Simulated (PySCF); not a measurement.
# C3H6OSi: the cost of one run

Program: PySCF 2.14.0. Level of theory: levels as typed in each script, gas phase, geometry from GFN2-xTB. These are calculated values, not measurements.

## Step 1: The system as given

SMILES `CC#C[SiH2]O`, 11 atoms, charge 0, spin multiplicity 1.

Bond lengths: C1–C2 1.447 Å, C1–H6 1.090 Å, C1–H7 1.090 Å, C1–H8 1.090 Å, C2–C3 1.205 Å, C3–Si4 1.850 Å, Si4–O5 1.630 Å, Si4–H9 1.468 Å, Si4–H10 1.456 Å, O5–H11 0.952 Å. Angles: C2–C1–H6 109.9°, C2–C1–H7 110.0°, C2–C1–H8 110.1°, H6–C1–H7 108.9°, H6–C1–H8 108.9°, H7–C1–H8 108.9°, C1–C2–C3 179.9°, C2–C3–Si4 179.4°, C3–Si4–O5 111.2°, C3–Si4–H9 107.2°, C3–Si4–H10 111.8°, O5–Si4–H9 110.5°, O5–Si4–H10 101.5°, H9–Si4–H10 114.6°, Si4–O5–H11 122.0°.

Geometry (Å):

```
C    -3.0957   -0.1994   -0.0095
C    -1.6661    0.0222   -0.0003
C    -0.4751    0.2049    0.0079
Si    1.3507    0.5020    0.0120
O     2.1755   -0.9000   -0.0888
H    -3.5277    0.2012   -0.9267
H    -3.5564    0.2982    0.8440
H    -3.3102   -1.2669    0.0451
H     1.6750    1.2011    1.2612
H     1.7904    1.1849   -1.1966
H     2.0357   -1.6128    0.5272
```

## Step 2: Stretching a bond (def2-svp)

input.py

```python
import numpy as np
from pyscf import gto, scf, mcscf

mol = gto.M(atom='''
C     -3.09572    -0.19937    -0.00954
C     -1.66605     0.02223    -0.00028
C     -0.47511     0.20485     0.00787
Si     1.35074     0.50199     0.01202
O      2.17550    -0.89999    -0.08885
H     -3.52766     0.20116    -0.92671
H     -3.55638     0.29823     0.84402
H     -3.31015    -1.26688     0.04512
H      1.67499     1.20111     1.26120
H      1.79040     1.18494    -1.19665
H      2.03569    -1.61277     0.52719
''', basis='def2-svp', charge=0, spin=0, verbose=4)
# stretch the bond between atoms 3 and 4, from long to short, fragments rigid
a, b, move = 2, 3, [3, 4, 8, 9, 10]
xyz = mol.atom_coords(unit='Angstrom')
u = xyz[b] - xyz[a]
r0 = np.linalg.norm(u)
rows, last, dm_u = [], None, None
for r in [5.24, 4.11, 3.37, 2.9, 2.52, 2.24, 2.06, 1.87, 1.72]:
    new = xyz.copy()
    new[move] += u / r0 * (r - r0)
    m = mol.set_geom_(new, unit='Angstrom', inplace=False)
    rhf = scf.RHF(m).density_fit(auxbasis='def2-universal-jkfit').run()
    uhf = scf.UHF(m).density_fit(auxbasis='def2-universal-jkfit').newton()
    if dm_u is None:
        c = rhf.mo_coeff
        h = m.nelectron // 2 - 1
        ca, cb = c.copy(), c.copy()
        ca[:, h], cb[:, h] = (c[:, h] + c[:, h + 1]) / 2**.5, (c[:, h] - c[:, h + 1]) / 2**.5
        dm_u = np.array([x[:, :h + 1] @ x[:, :h + 1].T for x in (ca, cb)])
    uhf.kernel(dm0=dm_u)
    for _ in range(3):
        c, _, stable, _ = uhf.stability(return_status=True)
        if stable:
            break
        uhf.kernel(c, uhf.mo_occ)
    dm_u = uhf.make_rdm1()
    mc = mcscf.CASSCF(rhf, 2, 2)
    mc.natorb = True
    mc.fix_spin_(ss=0)
    guess = mcscf.addons.make_natural_orbitals(uhf)[1] if last is None else mcscf.project_init_guess(mc, last.mo_coeff, last.mol)
    mc.kernel(guess)
    last = mc
    act = slice(mc.ncore, mc.ncore + mc.ncas)
    print('r %.3f  RHF %.6f  UHF %.6f  <S^2> %.3f  CASSCF %.6f  occupations' % (r, rhf.e_tot, uhf.e_tot, uhf.spin_square()[0], mc.e_tot), mc.mo_occ[act].round(4))
    rows.append((new, rhf.e_tot, uhf.e_tot, uhf.spin_square()[0], mc.e_tot, mc.mo_occ[act], mc.mo_coeff[:, act], dm_u[0] - dm_u[1], rhf.converged and uhf.converged and mc.converged))
    np.savez('result.npz', **{k: [row[i] for row in rows] for i, k in enumerate('xyz rhf uhf s2 cas occ c spin ok'.split())})
```

Command:

```sh
$ OMP_NUM_THREADS=1 python input.py
```

**Question.** How long does this run take on 1 thread of Arm Neoverse V2, shared host, and how much memory does it need?

About 16 min, with a peak of 0.29 GiB.
